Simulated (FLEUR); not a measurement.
# NbRu3C (Pm-3m) in FLEUR: single point with PBEsol

Aim: the single point of NbRu3C with PBEsol.

Program: FLEUR MaX-R8.1 (later development tree). These are calculated values, not measurements. Logs are shortened: lines on timing, memory, paths and dates and some standing lists are left out, and cuts for length are marked.

### Step 1. The crystal as given

The structure is cubic, space group Pm-3m (No. 221). Conventional cell: a = 4.065 Å, b = 4.065 Å, c = 4.065 Å, α = 90.00°, β = 90.00°, γ = 90.00°. Ru (site symmetry 4/mmm) is surrounded by 2 C at 2.03 Å. Nb (site symmetry m-3m) is surrounded by 12 Ru at 2.87 Å. Around C (site symmetry m-3m) lie 6 Ru at 2.03 Å.

The cell comes from a database or a generator and needn't be the stable form of this composition.

### Step 2. Single point, PBEsol

inp.xml

```xml
<?xml version="1.0" encoding="UTF-8" standalone="no"?>
<fleurInput fleurInputVersion="0.39">
   <comment>
      NbRu3C                                                                                              
   </comment>
   <calculationSetup>
      <cutoffs Kmax="5.29" Gmax="16.4" GmaxXC="16.4" numbands="0"/>
      <scfLoop itmax="60" minDistance="0.00001" maxIterBroyd="15" imix="Anderson" alpha="0.05" precondParam="0.0" spinf="2.0" sdNocoIR="T"/>
      <coreElectrons ctail="T" frcor="F" kcrel="0" coretail_lmax="0"/>
      <xcFunctional name="PBEs" relativisticCorrections="F"/>
      <magnetism jspins="1"/>
      <soc l_soc="F" theta="0.0" phi="0.0" spav="F"/>
      <expertModes spex="0" secvar="F"/>
      <geometryOptimization l_f="T" forcealpha="1.0" forcemix="BFGS" epsdisp="0.0005" epsforce="0.0002"/>
      <ldaU l_linMix="F" mixParam="0.05" spinf="1.0"/>
   </calculationSetup>
   <cell>
      <bzIntegration valenceElectrons="65.0" mode="hist" fermiSmearingEnergy="0.00183747">
         <kPointListSelection listName="default-1"/>
         <!-- k-points included here -->
         <xi:include xmlns:xi="http://www.w3.org/2001/XInclude" href="kpts.xml"> </xi:include>
      </bzIntegration>
      <!-- symmetry operations included here -->
      <xi:include xmlns:xi="http://www.w3.org/2001/XInclude" href="sym.xml"> </xi:include>
      <bulkLattice scale="1.0">
         <bravaisMatrix>
            <row-1>    7.6819974787041945     0.0000000000000000     0.0000000000000000</row-1>
            <row-2>    0.0000000000000000     7.6819974787041945     0.0000000000000000</row-2>
            <row-3>    0.0000000000000000     0.0000000000000000     7.6819974787041945</row-3>
         </bravaisMatrix>
      </bulkLattice>
   </cell>
   <atomSpecies>
[... 34 lines left out ...]
      <species name="Carbon (C)" element="C" atomicNumber="6">
         <mtSphere radius="1.36" gridPoints="463" logIncrement="0.022"/>
         <atomicCutoffs lmax="8" lnonsphr="8"/>
         <electronConfig flipSpins="F">
            <coreConfig>(1s1/2)</coreConfig>
            <valenceConfig>(2s1/2) (2p1/2) (2p3/2)</valenceConfig>
            <stateOccupation state="(2p1/2)" spinUp="0.333333" spinDown="0.333333"/>
            <stateOccupation state="(2p3/2)" spinUp="0.666667" spinDown="0.666667"/>
         </electronConfig>
         <energyParameters s="2" p="2" d="3" f="4"/>
         <lo type="SCLO" l="0" n="2" eDeriv="2"/>
         <lo type="SCLO" l="1" n="2" eDeriv="2"/>
         <lo type="SCLO" l="2" n="3" eDeriv="2"/>
      </species>
   </atomSpecies>
   <atomGroups>
      <atomGroup species="Ruthenium (Ru)">
         <relPos label="                   1">1.000/2.000 1.000/2.000 .0000000000</relPos>
         <relPos label="                   2">1.000/2.000 .0000000000 1.000/2.000</relPos>
         <relPos label="                   3">.0000000000 1.000/2.000 1.000/2.000</relPos>
         <force calculate="T" relaxXYZ="TTT"/>
      </atomGroup>
      <atomGroup species="Niobium (Nb)">
         <relPos label="                   4">.0000000000 .0000000000 .0000000000</relPos>
         <force calculate="T" relaxXYZ="TTT"/>
      </atomGroup>
      <atomGroup species="Carbon (C)">
         <relPos label="                   5">1.000/2.000 1.000/2.000 1.000/2.000</relPos>
         <force calculate="T" relaxXYZ="TTT"/>
      </atomGroup>
   </atomGroups>
   <output dos="F" band="F" slice="F">
      <checks vchk="F" cdinf="F"/>
      <bandDOS minEnergy="-.5*Htr" maxEnergy="0.5*Htr" sigma="0.015" storeEVData="T"/>
      <vacuumDOS vacdos="F" integ="F" star="F" nstars="0" locx1="0.0" locy1="0.0" locx2="0.0" locy2="0.0" nstm="0" tworkf="0.0"/>
      <unfoldingBand unfoldBand="F" supercellX="1" supercellY="1" supercellZ="1"/>
      <plotting iplot="0" polar="F">
         <plot TwoD="T" vec1="  1.0  0.0  0.0" vec2="  0.0  1.0  0.0" vec3="  0.0  0.0  1.0" zero="  0.0  0.0  0.0" file="plot"/>
      </plotting>
      <chargeDensitySlicing numkpt="0" minEigenval="0.0" maxEigenval="0.0" nnne="0" pallst="F"/>
      <specialOutput eonly="F"/>
      <moessbauerParams electricFieldGradient="T" isomerShift="T" coreHyperfine="T" valenceHyperfine="T"/>
      <magneticCircularDichroism mcd="F" energyLo="-10.0" energyUp="0.0"/>
   </output>
  <!-- We include the file relax.xml here to enable relaxations (see documentation) -->
  <xi:include xmlns:xi="http://www.w3.org/2001/XInclude" href="relax.xml"> <xi:fallback/> </xi:include>
</fleurInput>
```

crystal.txt

```
NbRu3C
&input cartesian=F /
4.0651380000  0.0000000000  0.0000000000
0.0000000000  4.0651380000  0.0000000000
0.0000000000  0.0000000000  4.0651380000
1.8897261246
1.0 1.0 1.0

5
44 0.5000000000  0.5000000000  0.0000000000
44 0.5000000000  0.0000000000  0.5000000000
44 0.0000000000  0.5000000000  0.5000000000
41 0.0000000000  0.0000000000  0.0000000000
6 0.5000000000  0.5000000000  0.5000000000

&kpt div1=7 div2=7 div3=7 gamma=T /
```

Potentials or basis: all-electron, FLAPW.

Started as:

```console
inpgen -f crystal.txt -profile fastHighL
# inp.xml edited to the form shown
fleur_MPI
```

Log:

```text
Welcome to FLEUR        (www.flapw.de)
      MaX-Release 8.1          (www.max-centre.eu)

 ========== k-point set info ==========
 Selected k-point list: default-1
 k-point list type: mesh
 7 x 7 x 7
 Number of k points: 20

 ------------Calculation Setup---------------------------
 Number of MPI-tasks      :            1
 Number of PE/node        :            1
 Number of OMP-threads    :            1
 Most efficient MPI parallelization for:
           1           2           4           5          10          20
 Additional eigenvalue parallelization possible
 Number of basis functions:         1320
 Approximate size of matrices (H+S) per k-point:         0.026 GB
 --------------------------------------------------------
 Iteration:     1   Distance:      22.48491206 me/bohr^3
 Iteration:     2   Distance:      19.22400068 me/bohr^3
 Iteration:     3   Distance:       9.30476271 me/bohr^3
 Iteration:     4   Distance:       7.33631912 me/bohr^3
 Iteration:     5   Distance:       8.85773329 me/bohr^3
 Iteration:     6   Distance:       5.81194486 me/bohr^3
 Iteration:     7   Distance:       4.65025795 me/bohr^3
 Iteration:     8   Distance:       2.10133392 me/bohr^3
 Iteration:     9   Distance:       0.64082568 me/bohr^3
 Iteration:    10   Distance:       0.89852722 me/bohr^3
 Iteration:    11   Distance:       0.11500296 me/bohr^3
 Iteration:    12   Distance:       0.10197885 me/bohr^3
 Iteration:    13   Distance:       0.01203220 me/bohr^3
 Iteration:    14   Distance:       0.02917464 me/bohr^3
 Iteration:    15   Distance:       0.00182533 me/bohr^3
 Iteration:    16   Distance:       0.00149406 me/bohr^3
 Iteration:    17   Distance:       0.00108564 me/bohr^3
 Iteration:    18   Distance:       0.00058784 me/bohr^3
 Iteration:    19   Distance:       0.00019415 me/bohr^3
 Iteration:    20   Distance:       0.00002469 me/bohr^3
 Iteration:    21   Distance:       0.00001923 me/bohr^3
 Iteration:    22   Distance:       0.00000521 me/bohr^3

 ********************************************************************
 Run finished successfully
 Stop message:
   Structural relaxation: Done
 ********************************************************************
```

Run time: 9.1 min. Hardware: 1 thread of Arm Neoverse V1, shared host; peak memory 0.13 GiB.

What came out:

```yaml
Free_energy: -474704.4666 eV
Band_gap_on_the_k_mesh: none (metal or under the smearing width)
Valence_electrons_inside_the_program's_atomic_spheres: Ru 13.28; Nb 10.92; C 2.01 (radii Ru 2.09, Nb 2.55, C 1.36 bohr)
```

Core levels (eV from the Fermi level):
| atom | levels |
| --- | --- |
| 1 Ru | 1s1/2 -21910.2, 2s1/2 -3147.4, 2p1/2 -2908.5, 2p3/2 -2777.7, 3s1/2 -551.6, 3p1/2 -458.9, 3p3/2 -436.7, 3d3/2 -272.6, 3d5/2 -268.3 |
| 2 Ru | 1s1/2 -21910.2, 2s1/2 -3147.4, 2p1/2 -2908.5, 2p3/2 -2777.7, 3s1/2 -551.6, 3p1/2 -458.9, 3p3/2 -436.7, 3d3/2 -272.6, 3d5/2 -268.3 |
| 3 Ru | 1s1/2 -21910.2, 2s1/2 -3147.4, 2p1/2 -2908.5, 2p3/2 -2777.7, 3s1/2 -551.6, 3p1/2 -458.9, 3p3/2 -436.7, 3d3/2 -272.6, 3d5/2 -268.3 |
| 4 Nb | 1s1/2 -18785.7, 2s1/2 -2625.7, 2p1/2 -2409.9, 2p3/2 -2314.2, 3s1/2 -436.1, 3p1/2 -354.9, 3p3/2 -339.4, 3d3/2 -195.8, 3d5/2 -192.9 |
| 5 C | 1s1/2 -265.9 |
